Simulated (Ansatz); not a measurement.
# RbMg3, space group P6_3/mmc: a breakdown of dispersion, smearing and cutoff terms

Program: the Python package of Ansatz (0.2.0).

The script reads `POSCAR`:
```text
RbMg3
1.0
   8.56378727    0.00000000    0.00000000
  -4.28189364    7.41645733    0.00000000
   0.00000000    0.00000000    5.01369049
Rb Mg
2 6
Direct
   0.33333333    0.66666667    0.75000000
   0.66666667    0.33333333    0.25000000
   0.24122937    0.12061469    0.75000000
   0.87938532    0.12061469    0.75000000
   0.87938532    0.75877063    0.75000000
   0.12061469    0.24122937    0.25000000
   0.12061469    0.87938532    0.25000000
   0.75877063    0.87938532    0.25000000
```

Notebook, run cell by cell (the value of a cell's last expression is shown):

In [1]:
```python
import ansatz as az
from ase.io import read

atoms = read("POSCAR", format="vasp")
system = az.Crystal.from_ase(atoms)
```

In [2]:
```python
len(system.resolved().sites)
```
Out [2]:
```text
8
```

In [3]:
```python
calc = (
    system.calculation()
    .kpoints(length=24)
    .occupations("cold", width=0.1)
    .scf(tolerance=1e-09)
)
with_term = calc.functional("revpbe", dispersion="d3bjatm").basis(340).cutoff_correction(490).run(threads=1).report
without = calc.functional("revpbe").basis(340).run(threads=1).report
finer = calc.functional("revpbe").basis(490).run(threads=1).report
removed = az.free_energy_without(with_term, az.EnergyTerm.DISPERSION)
print(f"dispersion term            {with_term['components']['e_disp']:.5f} eV")
print(f"F less dispersion          {removed:.5f} eV, run without it {without['free_energy_ev']:.5f} eV")
print(f"F less smearing term       {az.free_energy_without(without, az.EnergyTerm.SMEARING):.5f} eV")
print(f"estimated gain to 490 eV   {with_term['cutoff_correction']['energy_ev']:.5f} eV, found {finer['free_energy_ev'] - without['free_energy_ev']:.5f} eV")
```
```text
DeckWarning: basis.ecutwfc = 340 eV is below the records' recommended 420 eV, and the density's cutoff is lower with it unless basis.ecutrho_ratio is high enough to keep the records' density cutoff: compare with a run at a higher cutoff
dispersion term            -2.71044 eV
F less dispersion          -18097.40786 eV, run without it -18097.40786 eV
F less smearing term       -18097.40658 eV
estimated gain to 490 eV   -0.01277 eV, found -0.01271 eV
```

Total energies depend on the potentials; only differences at equal settings carry meaning. A total without «per atom» is that of the cell as typed. The cutoff lies under the one recommended for these potentials in some of the runs. Dispersion corrections can be off by several per cent in the lattices of metals, and by several GPa in the pressure at a fixed cell. The mesh is modest for a metal, so energies can be off by several to tens of meV an atom and pressures by half a GPa or more; differences at equal mesh fare better. The structure comes from a database of computed cells and needn't be a stable or known phase. Warnings are shown shortened and without file and line. The whole script took 24 s on 1 thread of Arm Neoverse V1, with other jobs on the host, peak memory 0.64 GiB.
